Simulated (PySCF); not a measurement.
# H₈NPSi₂: electronic excitations at several levels of theory

Aim: compute the electronic excitations of H₈NPSi₂ (`N[SiH2]P[SiH3]`) at several levels, and see how far they spread and what each costs.

The runs use PySCF 2.14.0, with density-fitted response routines of our own; the level of theory stands in each step. All values are computed, except where a source is named. Atoms are numbered from 0 throughout.

### 1 The starting structure

12 atoms, charge 0, multiplicity 1; geometry from: GFN2-xTB. The atoms were then displaced at random by about 0.01 Å, so the start is not that level's minimum.

Bonds of the start (Å): N0–Si1 1.73, Si1–P2 2.27, P2–Si3 2.19, N0–H4 1.02, N0–H5 1.02, Si1–H6 1.47, Si1–H7 1.45, P2–H8 1.36, Si3–H9 1.49, Si3–H10 1.46, Si3–H11 1.48.

### 2 Geometry optimisation at PBE0-D3(BJ)/def2-SVP

What the job is given:

```
{"job": {"xc": "PBE0", "basis": "def2-SVP", "d3": "d3bj", "grid": 1, "shake": 0.01, "kind": "geom"}, "charge": 0, "multiplicity": 1}
N      2.216310     0.442920     0.713730
Si     1.193120    -0.749670    -0.004710
P     -0.503720     0.114020    -1.236380
Si    -2.023570     0.478250     0.299080
H      1.795260     1.045300     1.418530
H      2.748570     1.043970     0.089980
H      2.063250    -1.492570    -0.923710
H      0.740090    -1.553860     1.114380
H     -0.978420    -1.097410    -1.623670
H     -3.316580     0.693480    -0.400760
H     -1.672140     1.674550     1.049710
H     -2.222490    -0.627230     1.259510
```

Launch:

```
$ OMP_NUM_THREADS=1 python probes_run.py task.json out
```

The driver reads the jobs from task.json and runs them one after another.

The program printed:

```text
step   0  E = -979.15738095  max force = 0.030355
step   1  E = -979.16350997  max force = 0.007430
step   2  E = -979.16392548  max force = 0.001269
step   3  E = -979.16398448  max force = 0.000672
step   4  E = -979.16401846  max force = 0.001097
step   5  E = -979.16405459  max force = 0.000959
step   6  E = -979.16408704  max force = 0.000633
step   7  E = -979.16413229  max force = 0.000446
step   8  E = -979.16417202  max force = 0.000591
step   9  E = -979.16417981  max force = 0.000356
optimisation converged
```

It took 44 s on 1 thread of Arm Neoverse V1, shared host; peak memory 0.45 GiB.

Along the way:

```
step  energy from step 0 (eV)  largest force component (eV/Å)
   0                   0.0000                          1.5609
   1                  -0.1668                          0.3821
   2                  -0.1781                          0.0653
   3                  -0.1797                          0.0346
   4                  -0.1806                          0.0564
   5                  -0.1816                          0.0493
   6                  -0.1825                          0.0326
   7                  -0.1837                          0.0229
   8                  -0.1848                          0.0304
   9                  -0.1850                          0.0183
```

Close pairs (by a distance rule), those that changed most:

```
   bond  before (Å)  after (Å)  change (Å)
  P2–H8       1.358      1.431      +0.074
 P2–Si3       2.191      2.256      +0.065
 Si1–H7       1.451      1.495      +0.044
Si3–H10       1.455      1.497      +0.042
 Si1–H6       1.468      1.494      +0.026
Si3–H11       1.478      1.497      +0.019
 Si1–P2       2.268      2.280      +0.013
 Si3–H9       1.486      1.494      +0.008
```

The end geometry stands in the next job.

```
                         at the end point                value
  point group (found at 0.08 Å tolerance)                   C1
rotational constants (GHz, main isotopes)  4.800, 1.853, 1.541
                        dipole moment (D)                 1.05
```

### 3 Excited states and response: PBE0/def2-TZVP

What the job is given:

```
{"job": {"kind": "uv", "xc": "PBE0", "basis": "def2-TZVP"}, "charge": 0, "multiplicity": 1}
N      1.988358     0.631896     0.766392
Si     1.213948    -0.701975    -0.008749
P     -0.463637    -0.057173    -1.412273
Si    -1.934403     0.427161     0.228751
H      1.555771     1.055389     1.579369
H      2.480314     1.325877     0.214820
H      2.203851    -1.425508    -0.861913
H      0.706061    -1.602841     1.070974
H     -0.961290    -1.376395    -1.657821
H     -3.243068     0.855788    -0.349970
H     -1.359602     1.571776     1.003671
H     -2.172603    -0.705652     1.177713
```

With the program's defaults for keys left out, this is: TDDFT PBE0/def2-TZVP, vertical, gas phase, core orbitals frozen in the response.

The program printed:

```text
coarse grid: 10896 points
cycle   1  E = -979.5143256339  dE = -8.218e-02  |g| = 4.216e-01  |ddm| = 2.437e+00
cycle   2  E = -979.4841086656  dE =  3.022e-02  |g| = 5.590e-01  |ddm| = 6.509e-01
cycle   3  E = -979.5504293055  dE = -6.632e-02  |g| = 5.646e-02  |ddm| = 4.007e-01
cycle   4  E = -979.5511014640  dE = -6.722e-04  |g| = 1.793e-02  |ddm| = 5.738e-02
cycle   5  E = -979.5511855716  dE = -8.411e-05  |g| = 4.811e-03  |ddm| = 2.243e-02
cycle   6  E = -979.5511919728  dE = -6.401e-06  |g| = 1.047e-03  |ddm| = 5.588e-03
final grid: 89752 points
cycle   7  E = -979.5458257251  dE = -2.270e-05  |g| = 5.832e-03  |ddm| = 1.948e-02
cycle   8  E = -979.5458187661  dE =  6.959e-06  |g| = 8.068e-03  |ddm| = 8.479e-03
cycle   9  E = -979.5458323657  dE = -1.360e-05  |g| = 5.806e-04  |ddm| = 5.069e-03
cycle  10  E = -979.5458324271  dE = -6.147e-08  |g| = 1.058e-04  |ddm| = 5.151e-04
cycle  11  E = -979.5458324300  dE = -2.861e-09  |g| = 4.536e-05  |ddm| = 1.452e-04
cycle  12  E = -979.5458324307  dE = -7.074e-10  |g| = 6.865e-06  |ddm| = 4.860e-05
converged SCF energy = -979.5458324307

Static polarisability (au): isotropic 90.507, principal 76.810 88.106 106.606

Singlet excitations
state   eV       nm        f      main configurations
  1   5.6673    218.8   0.00079   H->L 0.92
  2   6.0120    206.2   0.02772   H->L+1 0.89
  3   6.2534    198.3   0.01064   H-1->L 0.78, H->L+3 0.13
  4   6.2809    197.4   0.00309   H->L+2 0.89
  5   6.4169    193.2   0.00498   H->L+3 0.71, H-1->L 0.15
  6   6.6969    185.1   0.06107   H->L+4 0.57, H-1->L+1 0.21, H-1->L+3 0.14
  7   6.7767    183.0   0.02120   H-1->L+2 0.74, H-1->L+1 0.11
  8   6.9468    178.5   0.17810   H-1->L+1 0.49, H-1->L+2 0.18, H->L+4 0.14
  9   7.1438    173.6   0.06619   H-1->L+3 0.64, H->L+5 0.15, H->L+4 0.08
 10   7.2991    169.9   0.02625   H-1->L+4 0.75, H->L+5 0.14

Triplet excitations (Tamm-Dancoff, eV): 5.1607 5.3633 5.5419 5.9056
```

It took 22 s on 1 thread of Arm Neoverse V1, shared host; peak memory 0.76 GiB.

Frontier orbitals and where they lie:

```
orbital     eV                        atoms
 HOMO−3  -9.50  Si3 33 %, H10 26 %, P2 12 %
 HOMO−2  -8.78   P2 26 %, N0 22 %, Si3 20 %
 HOMO−1  -7.64   P2 38 %, N0 30 %, Si1 11 %
   HOMO  -7.04   P2 51 %, N0 20 %, Si1 14 %
   LUMO  -0.04  Si1 40 %, P2 13 %, Si3 11 %
 LUMO+1   0.20  Si3 48 %, P2 29 %, Si1 14 %
 LUMO+2   0.43   P2 33 %, Si3 31 %, H8 15 %
```

With each of the 10 states as a Gaussian band of 0.4 eV half-width at 1/e, the curve within the window shown has maxima at 178 nm (ε 12,000) L/(mol cm). Beyond the last state computed it falls off for lack of states. The curve at chosen wavelengths:

nm, ε (L/mol/cm) and a bar:
```
      163       1872 #####
      166       3808 #########
      169       6434 ################
      173      10041 #########################
      176      11824 #############################
      179      12224 ##############################
      182      11259 ############################
      186       8686 #####################
      189       6586 ################
      192       4832 ############
      195       3582 #########
      199       2599 ######
      202       2180 #####
      205       1875 #####
      208       1595 ####
      212       1216 ###
      215        937 ##
      218        685 ##
      221        476 #
      225        272 #
      228        171 
      231        103 
      234         60 
      238         28 
      241         16 
      244          9
```

Ground-state properties from the same run:

```
           property  computed
  dipole moment (D)      0.94
polarisability (Å³)     13.41
 HOMO–LUMO gap (eV)      7.00
      −ε(HOMO) (eV)      7.04
```

### 4 Excited states and response: PBE0/aug-cc-pVDZ

Settings changed since step 3:

```diff
@@ -1,2 +1,2 @@
-{"job": {"kind": "uv", "xc": "PBE0", "basis": "def2-TZVP"}, "charge": 0, "multiplicity": 1}
+{"job": {"kind": "uv", "xc": "PBE0", "basis": "aug-cc-pVDZ"}, "charge": 0, "multiplicity": 1}
 N      1.988358     0.631896     0.766392
```

With the program's defaults for keys left out, this is: TDDFT PBE0/aug-cc-pVDZ, vertical, gas phase, core orbitals frozen in the response.

The program printed:

```text
coarse grid: 10896 points
cycle   1  E = -979.4441208061  dE = -2.613e-02  |g| = 3.888e-01  |ddm| = 6.677e+00
cycle   2  E = -979.4123396538  dE =  3.178e-02  |g| = 5.383e-01  |ddm| = 1.484e+00
cycle   3  E = -979.4786551418  dE = -6.632e-02  |g| = 4.491e-02  |ddm| = 8.049e-01
cycle   4  E = -979.4791554760  dE = -5.003e-04  |g| = 1.642e-02  |ddm| = 1.392e-01
cycle   5  E = -979.4792521463  dE = -9.667e-05  |g| = 3.488e-03  |ddm| = 5.411e-02
cycle   6  E = -979.4792570820  dE = -4.936e-06  |g| = 7.032e-04  |ddm| = 1.009e-02
final grid: 89752 points
cycle   7  E = -979.4955990084  dE = -1.307e-05  |g| = 5.292e-03  |ddm| = 8.712e-02
cycle   8  E = -979.4955910881  dE =  7.920e-06  |g| = 7.952e-03  |ddm| = 2.087e-02
cycle   9  E = -979.4956058244  dE = -1.474e-05  |g| = 2.652e-04  |ddm| = 1.198e-02
cycle  10  E = -979.4956058444  dE = -1.997e-08  |g| = 9.805e-05  |ddm| = 9.622e-04
cycle  11  E = -979.4956058473  dE = -2.915e-09  |g| = 3.367e-05  |ddm| = 3.397e-04
cycle  12  E = -979.4956058478  dE = -4.723e-10  |g| = 5.177e-06  |ddm| = 9.493e-05
converged SCF energy = -979.4956058478

Static polarisability (au): isotropic 97.495, principal 83.085 95.402 113.998

Singlet excitations
state   eV       nm        f      main configurations
  1   5.4520    227.4   0.00317   H->L 0.92
  2   5.8718    211.2   0.05143   H->L+1 0.87
  3   5.9247    209.3   0.00263   H->L+2 0.87
  4   6.0547    204.8   0.00917   H-1->L 0.79
  5   6.1536    201.5   0.03627   H->L+3 0.62, H->L+4 0.19
  6   6.4070    193.5   0.08399   H->L+4 0.59, H->L+3 0.17
  7   6.5350    189.7   0.00476   H-1->L+2 0.74, H-1->L+3 0.12
  8   6.6194    187.3   0.10126   H-1->L+1 0.57, H->L+5 0.29
  9   6.6535    186.3   0.05103   H->L+5 0.56, H-1->L+1 0.21, H->L+6 0.09
 10   6.7098    184.8   0.03789   H->L+6 0.48, H-1->L+3 0.35

Triplet excitations (Tamm-Dancoff, eV): 5.1205 5.2929 5.4236 5.7018
```

It took 20 s on 1 thread of Arm Neoverse V1, shared host; peak memory 0.75 GiB.

This run: HOMO -7.03 eV, LUMO -0.45 eV; lowest singlet 5.45 eV.

### 5 Ultraviolet spectrum: PBE0/def2-TZVPD

Settings changed since step 4:

```diff
@@ -1,2 +1,2 @@
-{"job": {"kind": "uv", "xc": "PBE0", "basis": "aug-cc-pVDZ"}, "charge": 0, "multiplicity": 1}
+{"job": {"kind": "uv", "xc": "PBE0", "basis": "def2-TZVPD"}, "charge": 0, "multiplicity": 1}
 N      1.988358     0.631896     0.766392
```

With the program's defaults for keys left out, this is: TDDFT PBE0/def2-TZVPD, vertical, gas phase, core orbitals frozen in the response.

The program printed:

```text
coarse grid: 10896 points
cycle   1  E = -979.5162922140  dE = -8.265e-02  |g| = 4.198e-01  |ddm| = 2.518e+00
cycle   2  E = -979.4842358204  dE =  3.206e-02  |g| = 5.642e-01  |ddm| = 6.774e-01
cycle   3  E = -979.5521227254  dE = -6.789e-02  |g| = 5.770e-02  |ddm| = 3.966e-01
cycle   4  E = -979.5528213104  dE = -6.986e-04  |g| = 1.837e-02  |ddm| = 6.793e-02
cycle   5  E = -979.5529096254  dE = -8.832e-05  |g| = 4.923e-03  |ddm| = 2.589e-02
cycle   6  E = -979.5529163777  dE = -6.752e-06  |g| = 1.066e-03  |ddm| = 6.394e-03
final grid: 89752 points
cycle   7  E = -979.5475333916  dE = -2.650e-05  |g| = 5.776e-03  |ddm| = 5.198e-02
cycle   8  E = -979.5475264337  dE =  6.958e-06  |g| = 8.035e-03  |ddm| = 1.034e-02
cycle   9  E = -979.5475399435  dE = -1.351e-05  |g| = 6.032e-04  |ddm| = 5.321e-03
cycle  10  E = -979.5475400110  dE = -6.749e-08  |g| = 1.142e-04  |ddm| = 5.867e-04
cycle  11  E = -979.5475400143  dE = -3.272e-09  |g| = 4.959e-05  |ddm| = 1.927e-04
cycle  12  E = -979.5475400151  dE = -8.467e-10  |g| = 7.552e-06  |ddm| = 5.122e-05
converged SCF energy = -979.5475400151

Static polarisability (au): isotropic 96.689, principal 82.299 94.572 113.196

Singlet excitations
state   eV       nm        f      main configurations
  1   5.5168    224.7   0.00015   H->L 0.93
  2   5.8781    210.9   0.03428   H->L+1 0.84
  3   6.0255    205.8   0.00977   H->L+2 0.86
  4   6.0901    203.6   0.01263   H-1->L 0.74, H->L+4 0.10
  5   6.1828    200.5   0.01112   H->L+3 0.60, H-1->L 0.14, H->L+4 0.12
  6   6.4491    192.3   0.07779   H->L+4 0.65, H->L+3 0.14, H-1->L+3 0.12
  7   6.5580    189.1   0.01632   H-1->L+2 0.72, H-1->L+1 0.15
  8   6.7089    184.8   0.11705   H-1->L+1 0.68, H-1->L+2 0.17
  9   6.8429    181.2   0.06427   H-1->L+3 0.63, H->L+6 0.11
 10   6.9814    177.6   0.06812   H->L+5 0.83

Triplet excitations (Tamm-Dancoff, eV): 5.0675 5.2659 5.4193 5.7693
```

Run time: 32 s. Hardware: 1 thread of Arm Neoverse V1, shared host; peak memory 0.84 GiB.

In short: HOMO -7.08 eV, LUMO -0.32 eV; lowest singlet 5.52 eV.

### 6 Ultraviolet spectrum: PBE0/6-31+G*

Settings changed since step 5:

```diff
@@ -1,2 +1,2 @@
-{"job": {"kind": "uv", "xc": "PBE0", "basis": "def2-TZVPD"}, "charge": 0, "multiplicity": 1}
+{"job": {"kind": "uv", "xc": "PBE0", "basis": "6-31+G*"}, "charge": 0, "multiplicity": 1}
 N      1.988358     0.631896     0.766392
```

Method: TDDFT PBE0/6-31+G*, vertical, gas phase, core orbitals frozen in the response.

The program printed:

```text
coarse grid: 10896 points
cycle   1  E = -979.4514779491  dE = -4.968e-02  |g| = 3.843e-01  |ddm| = 3.109e+00
cycle   2  E = -979.4223776023  dE =  2.910e-02  |g| = 5.250e-01  |ddm| = 1.078e+00
cycle   3  E = -979.4864766764  dE = -6.410e-02  |g| = 4.394e-02  |ddm| = 6.077e-01
cycle   4  E = -979.4869342953  dE = -4.576e-04  |g| = 1.666e-02  |ddm| = 9.424e-02
cycle   5  E = -979.4870394504  dE = -1.052e-04  |g| = 3.090e-03  |ddm| = 3.961e-02
cycle   6  E = -979.4870432043  dE = -3.754e-06  |g| = 3.093e-04  |ddm| = 8.742e-03
final grid: 89752 points
cycle   7  E = -979.4283477496  dE = -9.452e-06  |g| = 5.544e-03  |ddm| = 3.225e-02
cycle   8  E = -979.4283392579  dE =  8.492e-06  |g| = 8.263e-03  |ddm| = 1.498e-02
cycle   9  E = -979.4283555370  dE = -1.628e-05  |g| = 2.995e-04  |ddm| = 8.513e-03
cycle  10  E = -979.4283555656  dE = -2.857e-08  |g| = 1.067e-04  |ddm| = 7.597e-04
cycle  11  E = -979.4283555694  dE = -3.797e-09  |g| = 2.432e-05  |ddm| = 2.354e-04
cycle  12  E = -979.4283555696  dE = -2.269e-10  |g| = 4.878e-06  |ddm| = 6.643e-05
converged SCF energy = -979.4283555696

Static polarisability (au): isotropic 86.910, principal 73.109 85.462 102.157

Singlet excitations
state   eV       nm        f      main configurations
  1   5.5200    224.6   0.00192   H->L 0.94
  2   5.9273    209.2   0.05853   H->L+1 0.93
  3   6.0823    203.8   0.01065   H->L+2 0.50, H-1->L 0.41
  4   6.1611    201.2   0.00328   H-1->L 0.48, H->L+2 0.44
  5   6.3299    195.9   0.07201   H->L+3 0.69, H->L+4 0.18
  6   6.5608    189.0   0.08235   H->L+4 0.63, H->L+3 0.16
  7   6.7145    184.7   0.01964   H-1->L+2 0.69, H-1->L+3 0.23
  8   6.7396    184.0   0.16848   H-1->L+1 0.73
  9   6.9327    178.8   0.01897   H->L+5 0.64, H-1->L+3 0.13
 10   6.9479    178.4   0.08939   H-1->L+3 0.43, H->L+5 0.26, H-1->L+2 0.12

Triplet excitations (Tamm-Dancoff, eV): 5.1602 5.3219 5.4680 5.7923
```

Wall time 10 s (1 thread of Arm Neoverse V1, shared host); peak memory 0.55 GiB.

In short: HOMO -7.04 eV, LUMO -0.34 eV; lowest singlet 5.52 eV.

### 7 Run by run: electronic excitations

Excitations and ground-state properties, with basis size and wall time:

```
             run  lowest singlet (eV)  brightest (eV)      f  gap (eV)  α (Å³)  μ (D)  functions  time
  PBE0/def2-TZVP                 5.67            6.95  0.178      7.00   13.41   0.94        190  22 s
PBE0/aug-cc-pVDZ                 5.45            6.62  0.101      6.58   14.45   0.86        176  20 s
 PBE0/def2-TZVPD                 5.52            6.71  0.117      6.76   14.33   0.87        238  32 s
    PBE0/6-31+G*                 5.52            6.74  0.168      6.70   12.88   0.88        100  10 s
```

### 8 Summary of results

| quantity | value |
| --- | --- |
| point group | C1 |
| rotational constants (main isotopes) | 4.80, 1.85, 1.54 GHz |
| lowest singlet (PBE0/def2-TZVP) | 5.67 eV (219 nm), f = 0.001 |
| brightest single state of those computed | state 8, 6.95 eV, f = 0.178 |
| lowest triplet | 5.16 eV |
| range of the lowest singlet | 5.45 to 5.67 eV |

In words: Single values in the summary come from the first run of each kind that ended normally (PBE0/def2-TZVP), which need not be the best level. Over 9 steps the energy fell by 0.185 eV; of the close pairs, P2–H8 changed most, 1.358 to 1.431 Å. The lowest singlet, at 5.67 eV, is HOMO→LUMO 0.92 and is dark; of the 10 states computed, the strongest absorption comes from state 8 at 6.95 eV. The lowest triplet lies 0.51 eV below the lowest singlet (triplets in Tamm-Dancoff, singlets in full TDDFT). The basis of PBE0/def2-TZVP has no diffuse functions, so Rydberg states are missing and the high states are unreliable. The lowest singlet runs from 5.45 eV (PBE0/aug-cc-pVDZ) to 5.67 eV (PBE0/def2-TZVP), while the orbital gap spans 6.58 to 7.00 eV. The lowest state need not be the same one in every run.
